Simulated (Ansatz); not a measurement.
**CCSD/cc-pVDZ run of CH5BN2 (SMILES NC1BN1)**

What is the energy change on altering one bond length of CH5BN2 at CCSD/cc-pVDZ? 

The results are computed with Ansatz 0.2.0.

74 further runs of the same task are left out: 74 set aside as unsound or not needed.

## 1. Starting point

CH5BN2 has 9 atoms, charge 0, and is taken as a singlet. As SMILES, `NC1BN1`. The shape is that of a PBE0-D4/def2-TZVP optimisation. This is one conformer, not always the lowest.

Bond lengths: N1–C2 1.431 Å, C2–B3 1.561 Å, C2–N4 1.467 Å, B3–N4 1.341 Å, N1–H5 1.010 Å, N1–H6 1.010 Å, C2–H7 1.092 Å, B3–H8 1.184 Å, N4–H9 1.004 Å. Some angles: N1–C2–B3 121.1°, N1–C2–N4 117.3°, B3–C2–N4 52.5°, C2–B3–N4 60.2°, C2–N4–B3 67.4°, N1–C2–H7 115.1°, B3–C2–H7 121.0°, N4–C2–H7 113.6°, C2–N1–H5 112.4°, C2–N1–H6 112.7°.

## 2. The energy at CCSD/cc-pVDZ

molecule.yaml reads:

```yaml
basis:
  gaussian: {orbitals: cc-pVDZ}
crystal:
  periodic: [false, false, false]
  atoms:
    - {symbol: "N", position_ang: [0.142900, 1.194400, -0.640600]}
    - {symbol: C, position_ang: [-0.364200, -0.077200, -0.222300]}
    - {symbol: B, position_ang: [0.591200, -1.194100, 0.303200]}
    - {symbol: "N", position_ang: [-0.130500, -0.469900, 1.171500]}
    - {symbol: H, position_ang: [0.784000, 1.117400, -1.417000]}
    - {symbol: H, position_ang: [-0.589900, 1.842600, -0.892400]}
    - {symbol: H, position_ang: [-1.366400, -0.317200, -0.582700]}
    - {symbol: H, position_ang: [1.414200, -2.039000, 0.194700]}
    - {symbol: H, position_ang: [-0.392800, -0.103200, 2.068300]}
correlation: {method: ccsd, frozen_orbitals: {B: 1, C: 1, H: 0, "N": 1}}
accuracy: high
scf: {omitted_lower_state_checks: [cluster_reference, increment]}
```

On the command line:

```bash
$ ansatz run molecule.yaml --threads 1 --pin off --max-ram 3480MiB --events-out events.jsonl --progress --plain --runs-dir runs
```

What it wrote, shortened:

```text
Warning: RAYON_NUM_THREADS=1 ignored (pool sized by the plan → 1); use --threads N
Functional definition: HF
  name "HF"
[...]
1915 factors; integrals over basis functions are off by at most 3.1e-9 eV
[...]
mean field -4743.79940057 eV, -174.3314125084 hartree, gradient 9.5e-8 eV, S^2 0.000000; 0 other end points of the search recorded, 0 dependent functions left out
4 core orbitals not correlated: weight in the atoms' cores, before any rotation towards them, 1.000 or more for the frozen orbitals, at most 0.000 for the correlated occupied ones
reference -4743.79940057 eV, -174.3314125084 hartree; 11, 11 occupied and 66, 66 virtual orbitals, 1915 factors
second order -15.12836092 eV of doubles, -0.00000000 eV of singles
cycle   1  -15.60218536 eV  change   -4.7e-1 eV  update   8.9e-2
[...]
cycle  21  -16.09570028 eV  change   4.4e-10 eV  update   2.6e-9
Total energy: -4759.89510086 eV, -174.9229185837 hartree
Checks for a lower state left out: cluster_reference, increment
```

Wall time 12 s (1 thread of Arm Neoverse V2, shared host); peak memory 0.46 GiB.

## 3. The distorted shape, same level

input.yaml reads:

```yaml
crystal:
  periodic: [false, false, false]
  atoms:
    - {symbol: N, position_ang: [0.362742, 0.999938, -0.565059]}
    - {symbol: C, position_ang: [-0.144358, -0.271662, -0.146759]}
    - {symbol: B, position_ang: [0.811042, -1.388562, 0.378741]}
    - {symbol: "N", position_ang: [0.089342, -0.664362, 1.247041]}
    - {symbol: H, position_ang: [1.003842, 0.922938, -1.341459]}
    - {symbol: H, position_ang: [-0.589900, 1.842600, -0.892400]}
    - {symbol: H, position_ang: [-1.146558, -0.511662, -0.507159]}
    - {symbol: H, position_ang: [1.634042, -2.233462, 0.270241]}
    - {symbol: H, position_ang: [-0.172958, -0.297662, 2.143841]}
basis:
  gaussian:
    orbitals: cc-pVDZ
correlation:
  method: ccsd
  frozen_orbitals: {B: 1, C: 1, H: 0, "N": 1}
accuracy: high
scf:
  omitted_lower_state_checks: [cluster_reference, increment]
```

On the command line:

```bash
$ ansatz run input.yaml --threads 1 --pin off --max-ram 3480MiB --events-out events.jsonl --progress --plain --runs-dir runs
```

What it wrote, shortened:

```text
Warning: RAYON_NUM_THREADS=1 ignored (pool sized by the plan → 1); use --threads N
[... 2 set-up lines as earlier in the session ...]
[...]
1919 factors; integrals over basis functions are off by at most 3.1e-9 eV
[...]
mean field -4742.47945552 eV, -174.2829054222 hartree, gradient 1.9e-8 eV, S^2 0.000000; 0 other end points of the search recorded, 0 dependent functions left out
4 core orbitals not correlated: weight in the atoms' cores, before any rotation towards them, 1.000 or more for the frozen orbitals, at most 0.000 for the correlated occupied ones
reference -4742.47945552 eV, -174.2829054222 hartree; 11, 11 occupied and 66, 66 virtual orbitals, 1919 factors
second order -15.34240797 eV of doubles, -0.00000000 eV of singles
cycle   1  -15.78612414 eV  change   -4.4e-1 eV  update   9.3e-2
[...]
cycle  23  -16.33523026 eV  change  -4.3e-10 eV  update   1.1e-9
Total energy: -4758.81468577 eV, -174.8832140618 hartree
Checks for a lower state left out: cluster_reference, increment
```

It took 13 s on 1 thread of Arm Neoverse V2, shared host; peak memory 0.47 GiB.

## 4. What came out

At CCSD/cc-pVDZ, 4 core orbitals frozen:

| quantity | value |
| --- | --- |
| first shape: total energy | -174.92292 Eh |
| first shape: correlation energy (4 core orbitals frozen) | -591.5 mEh |
| first shape: T1 diagnostic | 0.014 |
| distorted shape: total energy | -174.88321 Eh |
| distorted shape: correlation energy (4 core orbitals frozen) | -600.3 mEh |
| distorted shape: T1 diagnostic | 0.014 |
| energy change with the N1–H6 bond stretched from 1.010 to 1.313 Å | 1.080 eV |

In words: With the N1–H6 bond stretched from 1.010 to 1.313 Å the energy rises by 1.08 eV (25 kcal/mol). The first shape isn't relaxed at this level, so the change isn't measured from a minimum.
